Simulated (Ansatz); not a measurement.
# SnGe18H3: the cost of one run

Computed with Ansatz 0.2.0 (DFT r2SCAN, scalar-relativistic, plane waves, PAW, unless a step's input says otherwise).

**1. Starting point**

The structure is trigonal, space group P3m1 (No. 156). The conventional cell has a = 12.002 Å, b = 12.002 Å, c = 27.090 Å, α = 90.00°, β = 90.00°, γ = 120.00°. Ge (site symmetry m) has 3 Ge at 2.45 Å as nearest neighbours. Ge (site symmetry 3m) is surrounded by 4 Ge at 2.45 Å. Around Ge (site symmetry 1) lie 4 Ge at 2.45 Å. Around Ge (site symmetry 3m) lie 4 Ge at 2.45 Å and 1 Sn at 2.72 Å. Only part of the 26 independent sites is listed.

As a file:

```
Ge H Sn
1.0
    12.00243    0.00000    0.00000
     6.00122   10.39441    0.00000
     0.00000    0.00000   27.08996
Ge H Sn
54 9 3
Direct
  0.00000 0.00000 0.62348
  0.00000 0.33333 0.62348
  0.00000 0.66667 0.62348
  0.33333 0.00000 0.62348
  0.33333 0.33333 0.62348
  0.33333 0.66667 0.62348
  0.66667 0.00000 0.62348
  0.66667 0.33333 0.62348
  0.66667 0.66667 0.62348
  0.11111 0.11111 0.59333
  0.11111 0.44444 0.59333
  0.11111 0.77778 0.59333
  0.44444 0.11111 0.59333
  0.44444 0.44444 0.59333
  0.44444 0.77778 0.59333
  0.77778 0.11111 0.59333
  0.77778 0.44444 0.59333
  0.77778 0.77778 0.59333
  0.11111 0.11111 0.50289
  0.11111 0.44444 0.50289
  0.11111 0.77778 0.50289
  0.44444 0.11111 0.50289
  0.44444 0.44444 0.50289
  0.44444 0.77778 0.50289
  0.77778 0.11111 0.50289
  0.77778 0.44444 0.50289
  0.77778 0.77778 0.50289
  0.22222 0.22222 0.47275
  0.22222 0.55556 0.47275
  0.22222 0.88889 0.47275
  0.55556 0.22222 0.47275
  0.55556 0.55556 0.47275
  0.55556 0.88889 0.47275
  0.88889 0.22222 0.47275
  0.88889 0.55556 0.47275
  0.88889 0.88889 0.47275
  0.22222 0.22222 0.38231
  0.22222 0.55556 0.38231
  0.22222 0.88889 0.38231
  0.55556 0.22222 0.38231
  0.55556 0.55556 0.38231
  0.55556 0.88889 0.38231
  0.88889 0.22222 0.38231
  0.88889 0.55556 0.38231
  0.88889 0.88889 0.38231
  0.00000 0.00000 0.35216
  0.00000 0.33333 0.35216
  0.00000 0.66667 0.35216
  0.33333 0.00000 0.35216
  0.33333 0.33333 0.35216
  0.33333 0.66667 0.35216
  0.66667 0.00000 0.35216
  0.66667 0.33333 0.35216
  0.66667 0.66667 0.35216
  0.00000 0.00000 0.29531
  0.00000 0.33333 0.29531
  0.00000 0.66667 0.29531
  0.33333 0.00000 0.29531
  0.33333 0.33333 0.29531
  0.33333 0.66667 0.29531
  0.66667 0.00000 0.29531
  0.66667 0.33333 0.29531
  0.66667 0.66667 0.29531
  0.11111 0.11111 0.70653
  0.44444 0.44444 0.69361
  0.77778 0.77778 0.69361
```

**2. Relaxing the atoms: Sn3Ge54H9 slab, no spin**

input.yaml reads:

```yaml
crystal:
  lattice:
    - [12.0024305039, 0.0, 0.0]
    - [6.0012152519, 10.3944097235, 0.0]
    - [0.0, 0.0, 27.0899576019]
  atoms:
    - { symbol: Ge, position: [0.0, 0.0, 0.6234767086] }
    - { symbol: Ge, position: [0.0, 0.3333333333, 0.6234767086] }
    - { symbol: Ge, position: [0.0, 0.6666666667, 0.6234767086] }
    - { symbol: Ge, position: [0.3333333333, 0.0, 0.6234767086] }
    - { symbol: Ge, position: [0.3333333333, 0.3333333333, 0.6234767086] }
    - { symbol: Ge, position: [0.3333333333, 0.6666666667, 0.6234767086] }
    - { symbol: Ge, position: [0.6666666667, 0.0, 0.6234767086] }
    - { symbol: Ge, position: [0.6666666667, 0.3333333333, 0.6234767086] }
    - { symbol: Ge, position: [0.6666666667, 0.6666666667, 0.6234767086] }
    - { symbol: Ge, position: [0.1111111111, 0.1111111111, 0.5933304098] }
    - { symbol: Ge, position: [0.1111111111, 0.4444444444, 0.5933304098] }
    - { symbol: Ge, position: [0.1111111111, 0.7777777778, 0.5933304098] }
    - { symbol: Ge, position: [0.4444444444, 0.1111111111, 0.5933304098] }
    - { symbol: Ge, position: [0.4444444444, 0.4444444444, 0.5933304098] }
    - { symbol: Ge, position: [0.4444444444, 0.7777777778, 0.5933304098] }
    - { symbol: Ge, position: [0.7777777778, 0.1111111111, 0.5933304098] }
    - { symbol: Ge, position: [0.7777777778, 0.4444444444, 0.5933304098] }
    - { symbol: Ge, position: [0.7777777778, 0.7777777778, 0.5933304098] }
    - { symbol: Ge, position: [0.1111111111, 0.1111111111, 0.5028915135] }
    - { symbol: Ge, position: [0.1111111111, 0.4444444444, 0.5028915135] }
    - { symbol: Ge, position: [0.1111111111, 0.7777777778, 0.5028915135] }
    - { symbol: Ge, position: [0.4444444444, 0.1111111111, 0.5028915135] }
    - { symbol: Ge, position: [0.4444444444, 0.4444444444, 0.5028915135] }
    - { symbol: Ge, position: [0.4444444444, 0.7777777778, 0.5028915135] }
    - { symbol: Ge, position: [0.7777777778, 0.1111111111, 0.5028915135] }
    - { symbol: Ge, position: [0.7777777778, 0.4444444444, 0.5028915135] }
    - { symbol: Ge, position: [0.7777777778, 0.7777777778, 0.5028915135] }
    - { symbol: Ge, position: [0.2222222222, 0.2222222222, 0.4727452147] }
    - { symbol: Ge, position: [0.2222222222, 0.5555555556, 0.4727452147] }
    - { symbol: Ge, position: [0.2222222222, 0.8888888889, 0.4727452147] }
    - { symbol: Ge, position: [0.5555555556, 0.2222222222, 0.4727452147] }
    - { symbol: Ge, position: [0.5555555556, 0.5555555556, 0.4727452147] }
    - { symbol: Ge, position: [0.5555555556, 0.8888888889, 0.4727452147] }
    - { symbol: Ge, position: [0.8888888889, 0.2222222222, 0.4727452147] }
    - { symbol: Ge, position: [0.8888888889, 0.5555555556, 0.4727452147] }
    - { symbol: Ge, position: [0.8888888889, 0.8888888889, 0.4727452147] }
    - { symbol: Ge, position: [0.2222222222, 0.2222222222, 0.3823063184] }
    - { symbol: Ge, position: [0.2222222222, 0.5555555556, 0.3823063184] }
    - { symbol: Ge, position: [0.2222222222, 0.8888888889, 0.3823063184] }
    - { symbol: Ge, position: [0.5555555556, 0.2222222222, 0.3823063184] }
    - { symbol: Ge, position: [0.5555555556, 0.5555555556, 0.3823063184] }
    - { symbol: Ge, position: [0.5555555556, 0.8888888889, 0.3823063184] }
    - { symbol: Ge, position: [0.8888888889, 0.2222222222, 0.3823063184] }
    - { symbol: Ge, position: [0.8888888889, 0.5555555556, 0.3823063184] }
    - { symbol: Ge, position: [0.8888888889, 0.8888888889, 0.3823063184] }
    - { symbol: Ge, position: [0.0, 0.0, 0.3521600196] }
    - { symbol: Ge, position: [0.0, 0.3333333333, 0.3521600196] }
    - { symbol: Ge, position: [0.0, 0.6666666667, 0.3521600196] }
    - { symbol: Ge, position: [0.3333333333, 0.0, 0.3521600196] }
    - { symbol: Ge, position: [0.3333333333, 0.3333333333, 0.3521600196] }
    - { symbol: Ge, position: [0.3333333333, 0.6666666667, 0.3521600196] }
    - { symbol: Ge, position: [0.6666666667, 0.0, 0.3521600196] }
    - { symbol: Ge, position: [0.6666666667, 0.3333333333, 0.3521600196] }
    - { symbol: Ge, position: [0.6666666667, 0.6666666667, 0.3521600196] }
    - { symbol: H, position: [0.0, 0.0, 0.2953123854] }
    - { symbol: H, position: [0.0, 0.3333333333, 0.2953123854] }
    - { symbol: H, position: [0.0, 0.6666666667, 0.2953123854] }
    - { symbol: H, position: [0.3333333333, 0.0, 0.2953123854] }
    - { symbol: H, position: [0.3333333333, 0.3333333333, 0.2953123854] }
    - { symbol: H, position: [0.3333333333, 0.6666666667, 0.2953123854] }
    - { symbol: H, position: [0.6666666667, 0.0, 0.2953123854] }
    - { symbol: H, position: [0.6666666667, 0.3333333333, 0.2953123854] }
    - { symbol: H, position: [0.6666666667, 0.6666666667, 0.2953123854] }
    - { symbol: Sn, position: [0.1111111111, 0.1111111111, 0.706533317] }
    - { symbol: Sn, position: [0.4444444444, 0.4444444444, 0.6936134001] }
    - { symbol: Sn, position: [0.7777777778, 0.7777777778, 0.6936134001] }
scf:
  occupations: { method: gaussian, width: 0.03 }
output:
  forces: true
  stress: false
  write_density: true
  write_potential: true
  elf: true
  volumetric_format: npy
hamiltonian:
  xc: r2scan
efield:
  axis: 3
  dipole_correction: true
kpoints:
  mp_grid: { grid: [4, 4, 1] }
relax:
  f_tol: 0.01
  constraints:
    - { sites: [45, 46, 47, 48, 49, 50, 51, 52, 53, 54, 55, 56, 57, 58, 59, 60, 61, 62] }
```

Started as:

```console
> ansatz run input.yaml --threads 8 --pin off --max-ram 45056MiB --backend cpu --events-out ev --progress --plain --runs-dir out
```

Q: Estimate wall time and peak memory on 8 threads of Arm Neoverse V2, shared host.

About 34 min, with a peak of 38 GiB.
